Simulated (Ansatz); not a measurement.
**B2PLYP/aug-cc-pVDZ run of CH3AlO (SMILES [CH3][Al]=[O])**

Aim: the electronic atomisation energy of CH3AlO at B2PLYP/aug-cc-pVDZ, from 5 runs. 

The calculation is run with Ansatz 0.2.0.

61 further runs of the same task are left out: 8 that didn't finish, 53 set aside as unsound or not needed. Runs told in other sessions of the task aren't counted.

## Step 1: Starting point

CH3AlO has 6 atoms, charge 0, and is taken as a singlet. As SMILES, `[CH3][Al]=[O]`. The coordinates come from a PBE0-D4/def2-TZVP relaxation.

Bond lengths: C1–Al2 1.935 Å, Al2–O3 1.596 Å, C1–H4 1.092 Å, C1–H5 1.092 Å, C1–H6 1.092 Å. Angles: C1–Al2–O3 180.0°, Al2–C1–H4 110.5°, Al2–C1–H5 110.5°, Al2–C1–H6 110.5°, H4–C1–H5 108.4°, H4–C1–H6 108.4°, H5–C1–H6 108.4°.

## Step 2: A single-point energy at B2PLYP/aug-cc-pVDZ

Contents of input.yaml:

```yaml
crystal:
  periodic: [false, false, false]
  atoms:
    - symbol: C
      position_ang: [-0.412500, 0.498200, -0.315400]
    - symbol: Al
      position_ang: [0.696700, -0.841400, 0.532500]
    - symbol: O
      position_ang: [1.611700, -1.946300, 1.232100]
    - symbol: H
      position_ang: [0.065200, 1.479100, -0.263900]
    - symbol: H
      position_ang: [-1.383600, 0.560900, 0.180800]
    - symbol: H
      position_ang: [-0.577400, 0.249400, -1.366100]
basis:
  gaussian: {orbitals: aug-cc-pVDZ}
correlation: {frozen_orbitals: {Al: 5, C: 1, H: 0, O: 1}}
accuracy: high
hamiltonian: {xc: {name: B2PLYP}}
total_charge: 0
output: {orbitals: {seedname: orbitals}}
```

On the command line:

```bash
$ ansatz run input.yaml --threads 1 --pin off --max-ram 3480MiB --events-out events.jsonl --progress --plain --runs-dir runs
```

The log of the run:

```text
Warning: RAYON_NUM_THREADS=1 ignored (pool sized by the plan → 1); use --threads N
Functional definition: B2PLYP
  name "B2PLYP"
  parameter a = 0.53
  parameter c = 0.27
  exchange = (1 - a)*b88_x + a*exact_x
  correlation = (1 - c)*lyp_c + c*(mp2_os + mp2_ss)
1876 factors; integrals over basis functions are off by at most 3.5e-9 eV
mean field evaluation 1: about -9708.6316 eV, gradient 7.3e1 eV
mean field evaluation 2: about -9708.6310 eV, gradient 7.3e1 eV
mean field evaluation 4: about -9717.7636 eV, gradient 2.9e1 eV
mean field evaluation 8: about -9720.0415 eV, gradient 2.2e-1 eV
mean field evaluation 16: about -9720.0416 eV, gradient 1.1e-5 eV
mean field evaluation 32: about -9698.3369 eV, gradient 4.6e1 eV
mean field -9720.04160893 eV, -357.2049406474 hartree, gradient 3.0e-8 eV, S^2 0.000000; 0 other end points of the search recorded, 0 dependent functions left out
7 core orbitals not correlated: weight in the atoms' cores, before any rotation towards them, 1.000 or more for the frozen orbitals, at most 0.000 for the correlated occupied ones
reference -9720.04163692 eV, -357.2049416759 hartree; 8, 8 occupied and 85, 85 virtual orbitals, 1876 factors
second order -14.91415607 eV of doubles, -0.00000000 eV of singles
Total energy: -9724.06845906 eV, -357.3529246601 hartree
```

Run time: 13 s. Hardware: 1 thread of Intel Xeon Platinum 8259CL at 2.50GHz (Skylake/Cascade Lake), shared host; peak memory 0.35 GiB.

## Step 3: The Al atom at the same level

Contents of molecule.yaml:

```yaml
crystal:
  periodic: [false, false, false]
  atoms:
    - symbol: Al
      position_ang: [0.000000, 0.000000, 0.000000]
basis:
  gaussian:
    orbitals: aug-cc-pVDZ
accuracy: high
hamiltonian:
  xc: {name: B2PLYP}
correlation:
  frozen_orbitals: {Al: 5}
magnetization:
  spin_polarized: true
  initial_magnetization: 1
```

Run the same way, it converges to -242.24511 Eh (log not shown).

## Step 4: The C atom

Contents of run.yaml:

```yaml
crystal:
  periodic: [false, false, false]
  atoms:
    - {symbol: C, position_ang: [0.000000, 0.000000, 0.000000]}
basis:
  gaussian:
    orbitals: aug-cc-pVDZ
magnetization:
  spin_polarized: true
  initial_magnetization: 2
hamiltonian:
  xc: {name: B2PLYP}
correlation:
  frozen_orbitals: {C: 1}
accuracy: high
```

Run the same way, it converges to -37.81843 Eh (log not shown).

## Step 5: The H atom

Contents of input.yaml:

```yaml
basis:
  gaussian:
    orbitals: aug-cc-pVDZ
crystal:
  periodic: [false, false, false]
  atoms:
    - {symbol: H, position_ang: [0.000000, 0.000000, 0.000000]}
correlation:
  frozen_orbitals: {H: 0}
accuracy: high
magnetization:
  spin_polarized: true
  initial_magnetization: 1
hamiltonian:
  xc: {name: B2PLYP}
```

Run the same way, it converges to -0.49815 Eh (log not shown).

## Step 6: The O atom at the same level

Contents of in.yaml:

```yaml
crystal:
  periodic: [false, false, false]
  atoms:
    - {symbol: O, position_ang: [0.000000, 0.000000, 0.000000]}
basis:
  gaussian:
    orbitals: aug-cc-pVDZ
hamiltonian:
  xc: {name: B2PLYP}
accuracy: high
magnetization:
  spin_polarized: true
  initial_magnetization: 2
correlation:
  frozen_orbitals: {O: 1}
```

Run the same way, it converges to -75.02394 Eh (log not shown).

## Step 7: Outcome

Level: B2PLYP/aug-cc-pVDZ, 7 core orbitals frozen.

| quantity | value |
| --- | --- |
| molecule: total energy | -357.35292 Eh |
| molecule: HOMO energy (SCF part's orbitals) | -8.48 eV |
| molecule: LUMO energy (SCF part's orbitals) | -0.82 eV |
| molecule: HOMO–LUMO gap (SCF part's orbitals) | 7.66 eV |
| Al atom: total energy | -242.24511 Eh |
| Al atom: ⟨S²⟩ | 0.758 |
| C atom: total energy | -37.81843 Eh |
| C atom: ⟨S²⟩ | 2.005 |
| H atom: total energy | -0.49815 Eh |
| H atom: ⟨S²⟩ | 0.750 |
| O atom: total energy | -75.02394 Eh |
| O atom: ⟨S²⟩ | 2.005 |
| electronic atomisation energy | 20.980 eV |

**Reading.** Taking the molecule apart into free atoms costs 20.98 eV (484 kcal/mol), before zero-point energy and without spin-orbit coupling.
